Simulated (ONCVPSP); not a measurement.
# Pseudopotential generation for silicon: ONCV, PBEsol

Task: generate the file, and judge it by its errors in other configurations, its logarithmic derivatives, its ghosts and its cutoff.

The numbers are computed with ONCVPSP 4.0.1.1 (patched build) (PBEsol, scalar-relativistic, spin-unpolarised reference atom).

## 1. Settings

The settings as typed:

```json
{
  "element": "silicon (Si, Z = 14)",
  "type": "optimised norm-conserving Vanderbilt (ONCV)",
  "frozen core": "[Ne]",
  "valence charge": "4",
  "reference configuration": "3s2 3p2",
  "partial waves": "3s: rc 1.40 bohr, ncon 4, nbas 8, qcut 4.2 1/bohr, 2 projectors, debl 3.1 Ha; 3p: rc 1.80 bohr, ncon 4, nbas 8, qcut 4.8 1/bohr, 1 projector; d scattering state at 0.34 Ha: rc 1.85 bohr, ncon 3, nbas 6, qcut 5.4 1/bohr, 2 projectors, debl 1.7 Ha",
  "local potential": "polynomial inside 1.00 bohr (lpopt 5, dvloc0 1 Ha)",
  "core correction": "polynomial model core, fcfact 0.45"
}
```

## 2. Generation

Input file Si.dat:

```
# ATOM AND REFERENCE CONFIGURATION
# atsym  z   nc   nv     iexc    psfile
  Si 14.00    3    2  -116133      upf
#
#   n    l    f
    1    0    2.00
    2    0    2.00
    2    1    6.00
    3    0    2.00
    3    1    2.00
#
# PSEUDOPOTENTIAL AND OPTIMIZATION
# lmax
    2
#
#   l,   rc,      ep,       ncon, nbas, qcut
    0    1.40    0.00    4    8    4.20
    1    1.80    0.00    4    8    4.80
    2    1.85    0.34    3    6    5.40
#
# LOCAL POTENTIAL
# lloc, lpopt,  rc(5),   dvloc0
    4    5    1.00    1.00
#
# VANDERBILT-KLEINMAN-BYLANDER PROJECTORs
# l, nproj, debl
    0    2    3.10
    1    1    0.50
    2    2    1.70
#
# MODEL CORE CHARGE
# icmod, fcfact, rcfact
    1    0.45    0.00
#
# LOG DERIVATIVE ANALYSIS
# epsh1, epsh2, depsh
   -2.00    5.00    0.02
#
# OUTPUT GRID
# rlmax, drl
    6.00    0.01
#
# TEST CONFIGURATIONS
# ncnf
    4
# nvcnf
#   n    l    f
    2
    3    0    2.00
    3    1    1.00
#
    2
    3    0    2.00
    3    1    0.00
#
    2
    3    0    1.00
    3    1    0.00
#
    2
    3    0    1.00
    3    1    3.00
#
```

On the command line:

```
$ oncvpsp.x < Si.dat > Si.out
```

**Question.** What will these runs give? Wanted: cutoffs for 1 and 0.1 mHa per electron, occupied waves; bound ghosts; GHOST(+) flags; largest test error; largest phase difference near zero energy, channels read; rms error of d²Exc/dn², without and with the model core.

As calculated:

```
                                                quantity                 value
  cutoffs for 1 and 0.1 mHa per electron, occupied waves      7.9 Ha and 77 Ha
                                            bound ghosts            none found
                                          GHOST(+) flags           s at 110 eV
                            largest test error (AE − PS)  +44 meV, for 3s1 3p0
largest phase difference near zero energy, channels read             0.008 rad
 rms error of d²Exc/dn², without and with the model core     1.85 and 0.27 mHa
```

In words: By total energies transferability is fair: the largest error is 44 meV on 57.6 eV, for 3s1 3p0. That test lies far up in energy; among those under 40 eV, nearer to bonding, the largest error is 12 meV. By its cutoff, 7.9 Ha for the looser tolerance, it is soft on the atom at that tolerance. The tighter tolerance needs 77 Ha, and converged work needs a cutoff nearer that. At the looser tolerance the 3s wave is the slowest; 3p needs 3 Ha. That counts occupied waves only; other projectors can need more. No bound ghost shows below the valence levels. Near zero energy the phases of the channels with partial waves agree within 0.008 rad. The program also flags highly localised states, GHOST(+) (s). These are tests on the free atom; a crystal test is still owed.
